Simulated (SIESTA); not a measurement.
# Li2BiO3 under changes of volume

One of the cells (12.454 Å³/atom); the others are scaled copies at fixed shape and fractional positions:

```xyz
6
Lattice="2.2081 -4.9023 0.0000 2.2081 4.9023 0.0000 0.0000 0.0000 3.4514" Properties=species:S:1:pos:R:3 pbc="T T T"
Bi    0.0000    0.0000    0.0000
O     2.2081    0.0000    0.0000
O     2.2081   -3.4528    1.7257
O     2.2081    3.4528    1.7257
Li    2.2081    1.5321    1.7257
Li    2.2081   -1.5321    1.7257
```

The cell comes from a database or a generator and needn't be the stable form of this composition.

```yaml
Program: SIESTA 5.4.2
Functional: PBEsol
Potentials_or_basis: PseudoDojo 0.4 standard (PBEsol files)
Basis: DZP (energy shift 0.003 Ry; two zetas on semicore shells)
Grid_cutoff: 800 Ry
Energy_shift: 0.003 Ry
k_mesh: 7 × 7 × 8
Occupations: fermi-dirac, width 0.05 eV
Spin: no spin polarisation
```

| volume (Å³/atom) | energy over the lowest point (meV/atom) | pressure (GPa) | largest force (eV/Å) |
| --- | --- | --- | --- |
| 11.477 | 40.93 | 12.7 | 0.885 |
| 11.721 | ? | ? | ? |
| 11.965 | 12.05 | 6.5 | 0.496 |
| 12.454 | 0.38 | 1.4 | 0.174 |
| 12.698 | 0.00 | -0.8 | 0.075 |
| 12.942 | 2.67 | -2.6 | 0.097 |

**Question.** What does the run at 11.721 Å³/atom give?

**Answer.** Energy over the lowest point 24.11 meV/atom; pressure 9.4 GPa; largest force 0.680 eV/Å.

Worked out: A Birch-Murnaghan fit of order 3 (a polynomial in V^(-2/3)) to the other rows has its minimum at 12.61 Å³/atom with B0 = V·E''(V) = 110 GPa and B' = 4.5 at fixed shape and positions, which overstates the stiffness. It gives 24.09 meV/atom at 11.721 Å³/atom, against the run's 24.11, and -dE/dV = 9.4 GPa, against 9.4.

Energies are extrapolated to zero smearing.

Caveats: the basis of atomic orbitals isn't converged, which shifts pressures, moduli and gaps; an odd number of electrons without spin polarisation forces a metal; a magnetic or distorted state may lie lower.
